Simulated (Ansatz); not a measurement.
C₂H₆Cl₂Ge, SMILES [CH3][GeH2][CH](Cl)Cl, a comparison of dispersion corrections

Program: the Ansatz DFT code, driven from Python.

Typed at the interpreter:
```pycon
>>> import ansatz as az
>>> GEOMETRY = '''
... C    -1.45410   -0.23270    0.67290
... Ge    0.01330   -0.63780   -0.53790
... C     1.44250    0.66220   -0.30910
... Cl    0.82840    2.29240   -0.66560
... Cl    2.03830    0.60480    1.36530
... H    -2.26310   -0.97890    0.53470
... H    -1.84520    0.78190    0.45360
... H    -1.09060   -0.27070    1.72020
... H    -0.49840   -0.58600   -1.99980
... H     0.55590   -2.05650   -0.23030
... H     2.27290    0.42130   -1.00400
... '''
>>> mol = az.Crystal.molecule()
>>> for line in GEOMETRY.strip().splitlines():
...     symbol, *xyz = line.split()
...     mol = mol.atom(symbol, [float(v) for v in xyz])
...
>>> model = mol.calculation().basis(gaussian='def2-SVP')
>>> for name in ['blyp', 'b3lyp']:
...     for correction in ('d3bj', 'd4'):
...         r = model.functional(name, dispersion=correction).run().report
...         print(f'{name:8s} {correction:5s} total {r["free_energy_ev"]:.5f} eV, of which dispersion {1000 * r["dispersion"]["energy"]["ev"]:.2f} meV')
...
blyp     d3bj  total -83718.89605 eV, of which dispersion -675.16 meV
blyp     d4    total -83718.88062 eV, of which dispersion -659.73 meV
b3lyp    d3bj  total -83721.28193 eV, of which dispersion -559.20 meV
b3lyp    d4    total -83721.21848 eV, of which dispersion -495.76 meV
```

Caveats:
- The settings weren't tested for convergence.
- The geometry is a force-field or estimated start, not a minimum of this method, and the basis set is short of its limit. D4 holds the three-body term, and d3bj doesn't.
- b3lyp holds the VWN-RPA fit, as in Gaussian; the form of ORCA and Turbomole is b3lyp5.
- Wall time of the script: 23 s on 1 thread of Arm Neoverse V1 (shared host), peak memory 0.38 GiB.

(Lines on the test bed's own set-up are left out of the output.)
